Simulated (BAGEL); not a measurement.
# singlet GaHClO−: levels of theory compared

Wanted: a comparison of 6 runs (HF/STO-3G, HF/def2-SVPD, B3LYP/6-31G*, B3LYP/def2-SVPD, PBE0/def2-SVPD, RI-MP2/def2-SVPD) of singlet GaHClO−. 

The results are computed with BAGEL 1.2.2.

18 further runs of the same task are left out: 4 that didn't finish, 14 set aside as unsound or not needed.

## 1. Starting point

GaHClO−: 4 atoms, total charge -1, spin state singlet. SMILES of the parent species: `[O][GaH][Cl]`. Geometry: relaxed at PBE0-D4/def2-TZVP. That shape belongs to the parent species and isn't relaxed for this state.

Bond lengths: O1–Ga2 1.796 Å, Ga2–Cl3 2.128 Å, Ga2–H4 1.543 Å. Angles: O1–Ga2–Cl3 112.7°, O1–Ga2–H4 122.7°, Cl3–Ga2–H4 124.6°.

## 2. A single-point energy at HF/STO-3G (density fitting with qzvpp-jkfit) (run 1)

job.json reads:

```json
{ "bagel" : [

{
  "title" : "molecule",
  "basis" : "sto-3g",
  "df_basis" : "qzvpp-jkfit",
  "angstrom" : true,
  "geometry" : [
    { "atom" : "O", "xyz" : [      -1.739800,      -0.117700,      -0.212200 ] },
    { "atom" : "Ga", "xyz" : [       0.030900,       0.144300,      -0.061200 ] },
    { "atom" : "Cl", "xyz" : [       1.050700,      -1.557300,       0.708800 ] },
    { "atom" : "H", "xyz" : [       0.713700,       1.470500,      -0.455700 ] }
  ]
},

{ "title" : "hf", "charge" : -1 },

{ "title" : "print", "file" : "orbitals.molden", "orbitals" : true }

]}
```

Run with:

```
BAGEL_NUM_THREADS=1 BAGEL job.json > job.out
```

The log of the run:

```text
* using 1 threads per process

  ===============================================================
  ===============================================================

  *** Geometry ***

  { "atom" : "O", "xyz" : [     -3.287746,     -0.222421,     -0.401000 ] },
  { "atom" : "Ga", "xyz" : [      0.058393,      0.272687,     -0.115651 ] },
  { "atom" : "Cl", "xyz" : [      1.985535,     -2.942870,      1.339438 ] },
  { "atom" : "H", "xyz" : [      1.348698,      2.778842,     -0.861148 ] },

  Number of auxiliary basis functions:      489

  Since a DF basis is specified, we compute 2- and 3-index integrals:
    o Being stored without compression. Storage requirement is 0.004 GB

  Number of basis functions:       33
  Number of electrons      :       57

    * METHOD: MOLECULE                             0.17

  *** RHF ***

  === Nuclear Repulsion ===
   240.9364549103

      * DIIS with orbital gradients will be used.

  === RHF iteration (sto-3g) ===
      0      -2429.47661500          0.02352536           0.03
      1      -2429.06441830          0.05118372           0.03
      2      -2429.76616225          0.00296881           0.03
      3      -2429.77223424          0.00078165           0.03
      4      -2429.77300167          0.00034111           0.03
      5      -2429.77318619          0.00020924           0.03
      6      -2429.77325664          0.00008218           0.03
      7      -2429.77327304          0.00002336           0.03
      8      -2429.77327419          0.00000743           0.03
      9      -2429.77327429          0.00000342           0.03
     10      -2429.77327431          0.00000133           0.03
     11      -2429.77327431          0.00000074           0.03
     12      -2429.77327431          0.00000034           0.03
     13      -2429.77327432          0.00000014           0.03
     14      -2429.77327432          0.00000007           0.03
     15      -2429.77327432          0.00000002           0.03
     16      -2429.77327432          0.00000001           0.03
    * SCF iteration converged.

    * Permanent dipole moment:
           (   -0.680964,    -0.318157,     0.022169) a.u.

    * METHOD: HF                                   0.54

    * METHOD: PRINT                                0.00

  ===============================================================
```

Run time: 0.88 s. Hardware: 1 thread of Arm Neoverse V1, shared host.

## 3. A single-point energy at HF/def2-SVPD (density fitting with qzvpp-jkfit) (run 2)

hf.json reads:

```json
{ "bagel": [

{
  "title": "molecule",
  "basis": "def2-svpd.json",
  "df_basis": "qzvpp-jkfit",
  "angstrom": true,
  "geometry": [
    { "atom": "O", "xyz": [   -1.739800,   -0.117700,   -0.212200 ] },
    { "atom": "Ga", "xyz": [    0.030900,    0.144300,   -0.061200 ] },
    { "atom": "Cl", "xyz": [    1.050700,   -1.557300,    0.708800 ] },
    { "atom": "H", "xyz": [    0.713700,    1.470500,   -0.455700 ] }
  ]
},
{ "title": "hf", "charge": -1 },
{ "title": "print", "file": "orbitals.molden", "orbitals": true }

]}
```

The basis set def2-SVPD is read from a file made from the Basis Set Exchange's data (not shown).

Run with:

```
BAGEL_NUM_THREADS=1 BAGEL hf.json > hf.out
```

The log of the run:

```text
* using 1 threads per process

  ===============================================================
  ===============================================================

  *** Geometry ***

  { "atom" : "O", "xyz" : [     -3.287746,     -0.222421,     -0.401000 ] },
  { "atom" : "Ga", "xyz" : [      0.058393,      0.272687,     -0.115651 ] },
  { "atom" : "Cl", "xyz" : [      1.985535,     -2.942870,      1.339438 ] },
  { "atom" : "H", "xyz" : [      1.348698,      2.778842,     -0.861148 ] },

  Number of auxiliary basis functions:      489

  Since a DF basis is specified, we compute 2- and 3-index integrals:
    o Being stored without compression. Storage requirement is 0.036 GB

  Number of basis functions:       96
  Number of electrons      :       57

    * METHOD: MOLECULE                             0.25

  *** RHF ***

  === Nuclear Repulsion ===
   240.9364549103

      * DIIS with orbital gradients will be used.

  === RHF iteration (def2-svpd.json) ===
      0      -2457.34025664          0.02735064           0.09
      1      -2454.99504947          0.07196413           0.09
      2      -2457.78732476          0.00473550           0.09
      3      -2457.80089628          0.00193301           0.09
      4      -2457.80299488          0.00068665           0.09
      5      -2457.80331484          0.00017727           0.09
      6      -2457.80334936          0.00006296           0.09
      7      -2457.80335587          0.00002795           0.09
      8      -2457.80335721          0.00001303           0.09
      9      -2457.80335733          0.00000470           0.09
     10      -2457.80335736          0.00000208           0.09
     11      -2457.80335736          0.00000109           0.09
     12      -2457.80335736          0.00000048           0.09
     13      -2457.80335736          0.00000024           0.09
     14      -2457.80335736          0.00000015           0.09
     15      -2457.80335736          0.00000009           0.09
     16      -2457.80335736          0.00000003           0.09
     17      -2457.80335736          0.00000002           0.09
     18      -2457.80335736          0.00000001           0.09
    * SCF iteration converged.

    * Permanent dipole moment:
           (   -2.404082,    -0.270946,    -0.236692) a.u.

    * METHOD: HF                                   1.93

    * METHOD: PRINT                                0.02

  ===============================================================
```

It took 2.4 s on 1 thread of Arm Neoverse V1, shared host; peak memory 0.14 GiB.

## 4. The energy at B3LYP/6-31G(d) (density fitting with qzvpp-jkfit, spherical functions) (run 3)

input.json reads:

```json
{ "bagel": [

{
  "title": "molecule",
  "basis": "6-31gs.json",
  "df_basis": "qzvpp-jkfit",
  "angstrom": "true",
  "geometry": [
    { "atom": "O", "xyz": [   -1.739800,   -0.117700,   -0.212200 ] },
    { "atom": "Ga", "xyz": [    0.030900,    0.144300,   -0.061200 ] },
    { "atom": "Cl", "xyz": [    1.050700,   -1.557300,    0.708800 ] },
    { "atom": "H", "xyz": [    0.713700,    1.470500,   -0.455700 ] }
  ]
},
{
  "title": "ks",
  "xc_func": "b3lyp",
  "charge": -1
},
{
  "title": "print",
  "file": "orbitals.molden",
  "orbitals": "true"
}

]}
```

The basis set 6-31G* is read from a file made from the Basis Set Exchange's data (not shown).

Run with:

```
BAGEL_NUM_THREADS=1 BAGEL input.json > input.out
```

The log of the run:

```text
* using 1 threads per process

  ===============================================================
  ===============================================================

  *** Geometry ***

  { "atom" : "O", "xyz" : [     -3.287746,     -0.222421,     -0.401000 ] },
  { "atom" : "Ga", "xyz" : [      0.058393,      0.272687,     -0.115651 ] },
  { "atom" : "Cl", "xyz" : [      1.985535,     -2.942870,      1.339438 ] },
  { "atom" : "H", "xyz" : [      1.348698,      2.778842,     -0.861148 ] },

  Number of auxiliary basis functions:      489

  Since a DF basis is specified, we compute 2- and 3-index integrals:
    o Being stored without compression. Storage requirement is 0.017 GB

  Number of basis functions:       66
  Number of electrons      :       57

    * METHOD: MOLECULE                             0.24

  *** Kohn-Sham DFT ***

    * Removing 5701 points whose weight is below 1.00e-10
    * Grid points: 53923

  === Nuclear Repulsion ===
   240.9364549103

       - DIIS with orbital gradients will be used.

  === KS iteration (b3lyp / 6-31gs.json) ===
      0      -2387.84862310          0.15171247           0.20
      1      -2204.08645957          0.25022855           0.17
      2      -2377.28742383          0.11242702           0.16
      3      -2358.73237503          0.22745660           0.16
      4      -2393.04053927          0.17077469           0.16
      5      -2381.26632569          0.18665830           0.16
      6      -2391.10169768          0.17937331           0.16
      7      -2387.57499898          0.18463318           0.16
      8      -2382.49498874          0.15632356           0.16
      9      -2457.97169882          0.08620655           0.16
     10      -2414.46004014          0.26079550           0.16
     11      -2416.41050513          0.28415448           0.16
     12      -2418.06101371          0.29157427           0.16
     13      -2404.40860785          0.18701786           0.16
     14      -2448.11877287          0.11888639           0.16
     15      -2442.88033474          0.16381998           0.16
     16      -2457.43159365          0.09517731           0.16
     17      -2457.82442713          0.08124531           0.16
     18      -2459.67511757          0.05891544           0.16
     19      -2460.03065077          0.04357885           0.16
     20      -2460.49601778          0.02597862           0.16
     21      -2460.70509398          0.00466799           0.16
     22      -2460.71388915          0.00072047           0.16
     23      -2460.71413357          0.00014982           0.16
     24      -2460.71414116          0.00005311           0.16
     25      -2460.71414288          0.00001011           0.16
     26      -2460.71414294          0.00000535           0.16
     27      -2460.71414295          0.00000091           0.16
     28      -2460.71414295          0.00000048           0.16
     29      -2460.71414295          0.00000032           0.16
     30      -2460.71414295          0.00000005           0.16
     31      -2460.71414295          0.00000003           0.16
     32      -2460.71414295          0.00000001           0.16
     33      -2460.71414295          0.00000000           0.16
    * SCF iteration converged.

    * Permanent dipole moment:
           (   -1.585120,    -0.184427,    -0.153813) a.u.

    * METHOD: KS                                   5.76

    * METHOD: PRINT                                0.01

  ===============================================================
```

It took 6.3 s on 1 thread of Arm Neoverse V1, shared host; peak memory 0.23 GiB.

Runs 4 to 5 aren't shown in full; the table further down has their settings and results.

## 5. The energy at RI-MP2/def2-SVPD (density fitting with qzvpp-jkfit) (run 6)

mp2.json reads:

```json
{ "bagel": [

{
  "title": "molecule",
  "basis": "def2-svpd.json",
  "df_basis": "qzvpp-jkfit",
  "angstrom": true,
  "geometry": [
    { "atom": "O", "xyz": [      -1.739800,      -0.117700,      -0.212200 ] },
    { "atom": "Ga", "xyz": [       0.030900,       0.144300,      -0.061200 ] },
    { "atom": "Cl", "xyz": [       1.050700,      -1.557300,       0.708800 ] },
    { "atom": "H", "xyz": [       0.713700,       1.470500,      -0.455700 ] }
  ]
},

{ "title": "hf", "charge": -1 },

{ "title": "mp2", "charge": -1, "ncore": 15 }

]}
```

The basis set def2-SVPD is read from a file made from the Basis Set Exchange's data (not shown).

Run with:

```
BAGEL_NUM_THREADS=1 BAGEL mp2.json > mp2.out
```

The log of the run:

```text
* using 1 threads per process

  ===============================================================
  ===============================================================

  *** Geometry ***

  { "atom" : "O", "xyz" : [     -3.287746,     -0.222421,     -0.401000 ] },
  { "atom" : "Ga", "xyz" : [      0.058393,      0.272687,     -0.115651 ] },
  { "atom" : "Cl", "xyz" : [      1.985535,     -2.942870,      1.339438 ] },
  { "atom" : "H", "xyz" : [      1.348698,      2.778842,     -0.861148 ] },

  Number of auxiliary basis functions:      489

  Since a DF basis is specified, we compute 2- and 3-index integrals:
    o Being stored without compression. Storage requirement is 0.036 GB

  Number of basis functions:       96
  Number of electrons      :       57

    * METHOD: MOLECULE                             0.25

  *** RHF ***

  === Nuclear Repulsion ===
   240.9364549103

      * DIIS with orbital gradients will be used.

  === RHF iteration (def2-svpd.json) ===
      0      -2457.34025664          0.02735064           0.09
      1      -2454.99504947          0.07196413           0.09
      2      -2457.78732476          0.00473550           0.09
      3      -2457.80089628          0.00193301           0.09
      4      -2457.80299488          0.00068665           0.09
      5      -2457.80331484          0.00017727           0.09
      6      -2457.80334936          0.00006296           0.09
      7      -2457.80335587          0.00002795           0.09
      8      -2457.80335721          0.00001303           0.09
      9      -2457.80335733          0.00000470           0.09
     10      -2457.80335736          0.00000208           0.09
     11      -2457.80335736          0.00000109           0.09
     12      -2457.80335736          0.00000048           0.09
     13      -2457.80335736          0.00000024           0.09
     14      -2457.80335736          0.00000015           0.09
     15      -2457.80335736          0.00000009           0.09
     16      -2457.80335736          0.00000003           0.09
     17      -2457.80335736          0.00000002           0.09
     18      -2457.80335736          0.00000001           0.09
    * SCF iteration converged.

    * Permanent dipole moment:
           (   -2.404082,    -0.270946,    -0.236692) a.u.

    * METHOD: HF                                   1.92

  *** RHF ***

  === Nuclear Repulsion ===
   240.9364549103

      * DIIS with orbital gradients will be used.

  === RHF iteration (def2-svpd.json) ===
      0      -2457.80335736          0.00000001           0.09
    * SCF iteration converged.

    * Permanent dipole moment:
           (   -2.404082,    -0.270946,    -0.236692) a.u.

  === DF-MP2 calculation ===

    * freezing 15 orbitals
    * 3-index integral transformation done
    * assembly done

      MP2 correlation energy:   -0.5973105326      0.05

      MP2 total energy:       -2458.4006678960

    * METHOD: MP2                                  0.23

  ===============================================================
```

Run time: 2.6 s. Hardware: 1 thread of Arm Neoverse V1, shared host; peak memory 0.14 GiB.

## 6. The series

```tsv
run	level	frozen core orbitals	energy (Eh)	HOMO energy (eV)	LUMO energy (eV)	HOMO–LUMO gap (eV)	wall time
1	HF/STO-3G (density fitting with qzvpp-jkfit)	–	-2429.773274	1.11	12.98	11.87	0.88 s
2	HF/def2-SVPD (density fitting with qzvpp-jkfit)	–	-2457.803357	-4.22	5.01	9.22	2.4 s
3	B3LYP/6-31G* (density fitting with qzvpp-jkfit, spherical functions)	–	-2460.714143	-0.19	4.29	4.48	6.3 s
4	B3LYP/def2-SVPD (density fitting with qzvpp-jkfit)	–	-2460.598982	-0.73	3.59	4.32	9.3 s
5	PBE0/def2-SVPD (density fitting with qzvpp-jkfit)	–	-2460.044794	-0.92	3.82	4.74	9.3 s
6	RI-MP2/def2-SVPD (density fitting with qzvpp-jkfit)	15	-2458.400668	–	–	–	2.6 s
```

## 7. Results

| quantity | value |
| --- | --- |
| run 6: total energy | -2458.40067 Eh |
| run 6: correlation energy (15 core orbitals frozen) | -597.3 mEh |

Over runs 1, 2, 3, 4, 5 the HOMO–LUMO gap runs from 4.32 eV (B3LYP/def2-SVPD) to 11.87 eV (HF/STO-3G). The two ends differ in method and basis. The empty levels of an anion lie above zero and hang on the basis. Totals of different functionals can't be ranked against each other. In run 1 the HOMO lies above zero, so the outermost electron may be held by the basis alone. In run 1 the basis is minimal, so the values are rough. All runs together took 31 s, the longest 9.3 s.
